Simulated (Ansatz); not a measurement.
Write a Python script for Ansatz 0.2.0, Python API that makes a ladder of methods at one geometry of H₃NbO₄, SMILES [O]=[Nb]([OH])([OH])[OH]. Level of theory (for the species named): PBE0, def2-SVP basis, multiplicity 1. The script varies functional: pbe0, lc_wpbe, cam_b3lyp, r2scan.

```xyz
8

O    -1.6672    0.2367    1.0708
Nb   -0.1957    0.0220    0.1103
O     1.3505   -0.1010    1.3703
O     0.1614    1.5955   -1.1600
O    -0.3384   -1.7023   -0.9730
H     1.5328    0.8442    1.6853
H    -0.5521    1.4443   -1.8710
H    -0.1992   -2.3966   -0.2885
```

`run_methods.py`
```python
"""H3NbO4 at several levels of theory."""

from pathlib import Path

import ansatz
from ase import Atoms
import numpy as np

atoms = Atoms(["O", "Nb", "O", "O", "O", "H", "H", "H"], positions=[
    (-1.6672, 0.2367, 1.0708),
    (-0.1957, 0.022, 0.1103),
    (1.3505, -0.101, 1.3703),
    (0.1614, 1.5955, -1.16),
    (-0.3384, -1.7023, -0.973),
    (1.5328, 0.8442, 1.6853),
    (-0.5521, 1.4443, -1.871),
    (-0.1992, -2.3966, -0.2885),
])
mol = ansatz.Crystal.molecule_from_ase(atoms)

base = mol.calculation().basis(gaussian="def2-SVP")

print("functional    E (Ha)        dipole (D)   HOMO (eV)  LUMO (eV)")
for name in ["pbe0", "lc_wpbe", "cam_b3lyp", "r2scan"]:
    summary = base.functional(name).forces().orbitals().run(threads=1, runs_dir="runs").report
    lines = Path(summary["orbitals_path"]).read_text().splitlines()
    field_of = lambda key: [line.split("=")[1].strip() for line in lines if line.startswith(key)]
    orbitals = [(27.211386 * float(e), s, float(n)) for e, s, n in zip(field_of("Ene="), field_of("Spin="), field_of("Occup="))]
    homo = max(e for e, _, n in orbitals if n > 0.5)
    lumo = min(e for e, _, n in orbitals if n < 0.5)
    dipole = 4.803205 * np.linalg.norm(summary["charge_distribution"]["dipole_moment_e_ang"])
    print(f"{name:10s} {summary['free_energy_ev'] / 27.211386246:14.6f} {dipole:9.3f} {homo:11.3f} {lumo:10.3f}")
```

Output of `python run_methods.py`:
```text
functional    E (Ha)        dipole (D)   HOMO (eV)  LUMO (eV)
pbe0          -359.279713     1.058      -9.002     -2.592
lc_wpbe       -359.438825     0.986     -11.791     -0.300
cam_b3lyp     -359.469606     1.046     -10.400     -1.471
r2scan        -359.515032     1.094      -7.720     -3.257
```

Notes:
- Total energies depend on the basis set; only differences at equal settings carry meaning.
- The geometry is a force-field or estimated start, not a minimum of this method, and the basis set is short of its limit. A lower total doesn't mark the better method: functionals have no common bound, and MP2 and coupled cluster aren't variational.
- def2 sets replace the cores of elements past krypton by effective core potentials.
- Levels such as HOMO and LUMO are orbital energies: with these approximate functionals they aren't the ionisation energy and electron affinity, and their gap isn't the fundamental gap.
- The whole script took 19 s on 1 thread of Arm Neoverse V2, with other jobs on the host, peak memory 0.3 GiB.
